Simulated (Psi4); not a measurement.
# CCSD(T)/6-31G(d) (spherical functions) run of AlSi2H5O (SMILES [SiH3][Al]1[O][SiH2]1)

What is the vertical singlet–triplet gap of AlSi2H5O at CCSD(T)/6-31G* (spherical functions)? The job is set up through an ASE script.

Program for the calculation: Psi4 1.11.

3 further runs of the same task are left out: 1 that didn't finish, 2 set aside as unsound or not needed.

## (1) The structure to begin with

AlSi2H5O has 9 atoms, charge 0, and is taken as a singlet. SMILES: `[SiH3][Al]1[O][SiH2]1`. The coordinates come from a PBE0-D4/def2-TZVP relaxation.

Bond lengths: Si1–Al2 2.450 Å, Al2–O3 1.745 Å, Al2–Si4 2.280 Å, O3–Si4 1.688 Å, Si1–H5 1.488 Å, Si1–H6 1.489 Å, Si1–H7 1.487 Å, Si4–H8 1.490 Å, Si4–H9 1.490 Å. Some angles: Si1–Al2–O3 129.7°, Si1–Al2–Si4 177.0°, O3–Al2–Si4 47.3°, Al2–O3–Si4 83.2°, Al2–Si4–O3 49.5°, Al2–Si1–H5 109.6°, Al2–Si1–H6 109.4°, Al2–Si1–H7 111.5°, Al2–Si4–H8 126.2°, Al2–Si4–H9 126.3°.

## (2) The energy at CCSD(T)/6-31G(d) (spherical functions)

Contents of alh5osi2.xyz:

```xyz
9
AlH5OSi2
Si    -0.652900     1.717100    -1.334700
Al    -0.124900    -0.148900     0.162800
O      1.392700    -0.965300     0.434300
Si     0.478600    -1.877700     1.520900
H     -1.763800     1.326700    -2.244900
H     -1.100100     2.886400    -0.529300
H      0.526500     2.112800    -2.150200
H      0.403300    -3.327600     1.187000
H      0.929000    -1.770000     2.936900
```

Contents of alh5osi2_ase.py:

```python
import numpy as np
from ase.calculators.psi4 import Psi4
from ase.io import read

mol = read('alh5osi2.xyz')
calc = Psi4(atoms=mol, method='ccsd(t)', basis='6-31G*', memory='2200MB', num_threads=1, charge=0, multiplicity=1, label='calc', reference='rhf')
calc.psi4.set_options({'puream': True, 'e_convergence': 1e-09, 'd_convergence': 1e-08, 'scf_type': 'pk', 'num_frozen_docc': 16})
mol.calc = calc

print(f'energy: {mol.get_potential_energy():.6f} eV')
```

Launch:

```sh
$ python alh5osi2_ase.py
```

calc.dat, cut to the lines that bear on the results:

```text
[...]
  Running in c1 symmetry.
[...]
  Nuclear repulsion =  235.013438799962699
[...]
  Multiplicity = 1
[...]
  Nalpha       = 27
  Nbeta        = 27
[...]
    Number of basis functions: 78
[...]
   @RHF iter   1:  -897.35559804926788   -9.02598e-01   7.06978e-03 DIIS/ADIIS
[...]
   @RHF iter  12:  -897.51827852959309    1.13687e-13   3.12532e-09 DIIS
[...]
    Orbital Energies [Eh]
    ---------------------
    Doubly Occupied:
       1A    -68.777287     2A    -68.765076     3A    -58.480128
       4A    -20.527320     5A     -6.134933     6A     -6.130969
       7A     -4.907550     8A     -4.241042     9A     -4.240414
      10A     -4.239815    11A     -4.236152    12A     -4.236058
      13A     -4.235891    14A     -3.221490    15A     -3.220218
      16A     -3.218846    17A     -1.274448    18A     -0.730083
      19A     -0.684511    20A     -0.578597    21A     -0.528958
      22A     -0.522555    23A     -0.495206    24A     -0.494792
      25A     -0.435850    26A     -0.423337    27A     -0.305404
[...]
  @RHF Final Energy:  -897.51827852959309
   => Energetics <=
    Nuclear Repulsion Energy =            235.0134387999626995
    One-Electron Energy =               -1714.4895709733664262
    Two-Electron Energy =                 581.9578536438107221
    Total Energy =                       -897.5182785295930898
[...]
 Multipole Moments:
 ------------------------------------------------------------------------------------
     Multipole            Electronic (a.u.)      Nuclear  (a.u.)        Total (a.u.)
 ------------------------------------------------------------------------------------
 L = 1.  Multiply by 2.5417464519 to convert [e a0] to [Debye]
 Dipole X            :          0.4792396           -1.3003205           -0.8210809
 Dipole Y            :         -1.7008254            2.1133963            0.4125709
 Dipole Z            :          1.3477654           -1.4718916           -0.1241262
 Magnitude           :                                                    0.9272518
[...]
      * MP2 total energy                      = -897.907981766276293
[...]
      * CCSD total energy                     = -897.951307091273634
[...]
      * CCSD(T) total energy                  = -897.964657156614862
```

On the terminal:

```text
energy: -24434.862922 eV
```

Wall time 21 s (1 thread of AMD EPYC 7B13 (Zen 3), shared host); peak memory 0.43 GiB.

## (3) The triplet at the same level

Contents of run_ase.py:

```python
import numpy as np
from ase.calculators.psi4 import Psi4
from ase import Atoms

mol = Atoms(['Si', 'Al', 'O', 'Si', 'H', 'H', 'H', 'H', 'H'], positions=[
    [-0.652900, 1.717100, -1.334700],
    [-0.124900, -0.148900, 0.162800],
    [1.392700, -0.965300, 0.434300],
    [0.478600, -1.877700, 1.520900],
    [-1.763800, 1.326700, -2.244900],
    [-1.100100, 2.886400, -0.529300],
    [0.526500, 2.112800, -2.150200],
    [0.403300, -3.327600, 1.187000],
    [0.929000, -1.770000, 2.936900],
])
calc = Psi4(atoms=mol, method='ccsd(t)', basis='6-31G*', memory='2200MB', num_threads=1, charge=0, multiplicity=3, label='alh5osi2', reference='uhf')
calc.psi4.set_options({'puream': True, 'e_convergence': 1e-09, 'd_convergence': 1e-08, 'scf_type': 'pk', 'num_frozen_docc': 16, 'maxiter': 100})
mol.calc = calc

print(f'energy: {mol.get_potential_energy():.6f} eV')
```

Launch:

```sh
$ python run_ase.py
```

alh5osi2.dat, cut to the lines that bear on the results:

```text
[...]
  Running in c1 symmetry.
[...]
  Nuclear repulsion =  235.013438799962699
[...]
  Multiplicity = 3
[...]
  Nalpha       = 28
  Nbeta        = 26
[...]
    Number of basis functions: 78
[...]
   @UHF iter   1:  -897.26068915828682   -8.07689e-01   6.76340e-03 ADIIS/DIIS
[...]
   @UHF iter  24:  -897.42523291679856    2.54886e-10   6.10080e-09 DIIS
[...]
   @S^2 Observed:                2.042329833E+00
[...]
    Orbital Energies [Eh]
    ---------------------
    Alpha Occupied:
       1A    -68.834176     2A    -68.759962     3A    -58.462147
       4A    -20.581373     5A     -6.192717     6A     -6.122379
       7A     -4.894489     8A     -4.303379     9A     -4.296107
      10A     -4.295552    11A     -4.228090    12A     -4.227773
      13A     -4.226657    14A     -3.211679    15A     -3.208023
      16A     -3.205661    17A     -1.338982    18A     -0.749545
      19A     -0.710815    20A     -0.641796    21A     -0.583157
      22A     -0.578325    23A     -0.492184    24A     -0.481412
      25A     -0.479527    26A     -0.447400    27A     -0.371092
      28A     -0.198377
    Alpha Virtual:
[...]
  @UHF Final Energy:  -897.42523291679856
   => Energetics <=
    Nuclear Repulsion Energy =            235.0134387999626995
    One-Electron Energy =               -1713.6313937188858745
    Two-Electron Energy =                 581.1927220021246967
    Total Energy =                       -897.4252329167985636
  UHF NO Occupations:
  HONO-2 :   26  A 1.9852868
  HONO-1 :   27  A 1.0000000
[...]
 Multipole Moments:
 ------------------------------------------------------------------------------------
     Multipole            Electronic (a.u.)      Nuclear  (a.u.)        Total (a.u.)
 ------------------------------------------------------------------------------------
 L = 1.  Multiply by 2.5417464519 to convert [e a0] to [Debye]
 Dipole X            :          0.6285134           -1.3003205           -0.6718070
 Dipole Y            :         -2.8204858            2.1133963           -0.7070895
 Dipole Z            :          2.3052104           -1.4718916            0.8333188
 Magnitude           :                                                    1.2828564
[...]
      * MP2 total energy                      = -897.800350405694644
[...]
      * CCSD total energy                     = -897.845900939969965
[...]
      * CCSD(T) total energy                     = -897.859070315707868
```

The script printed:

```text
energy: -24431.989758 eV
```

It took 76 s on 1 thread of AMD EPYC 7B13 (Zen 3), shared host; peak memory 0.43 GiB.

## (4) Outcome

Level: CCSD(T)/6-31G* (spherical functions), 16 core orbitals frozen.

| quantity | value |
| --- | --- |
| singlet: total energy | -897.96466 Eh |
| singlet: HOMO energy (Hartree–Fock orbitals) | -8.31 eV |
| singlet: LUMO energy (Hartree–Fock orbitals) | 1.09 eV |
| singlet: HOMO–LUMO gap (Hartree–Fock orbitals) | 9.40 eV |
| singlet: correlation energy (16 core orbitals frozen) | -446.4 mEh |
| singlet: (T) correction | -13.35 mEh |
| singlet: T1 diagnostic | 0.018 |
| triplet: total energy | -897.85907 Eh |
| triplet: HOMO energy (Hartree–Fock orbitals) (highest over α and β) | -5.40 eV |
| triplet: LUMO energy (Hartree–Fock orbitals) (lowest over α and β) | -0.79 eV |
| triplet: correlation energy (16 core orbitals frozen) | -433.8 mEh |
| triplet: (T) correction | -13.17 mEh |
| triplet: ⟨S²⟩ of the reference determinant | 2.042 |
| triplet: T1 diagnostic | 0.032 |
| vertical energy of the triplet above the singlet | 2.873 eV |

What this shows: At this shape the triplet lies 2.87 eV (66 kcal/mol) above the singlet. The triples (singlet) make up 3.0 % of the correlation energy. The triples (triplet) make up 3.0 % of the correlation energy.
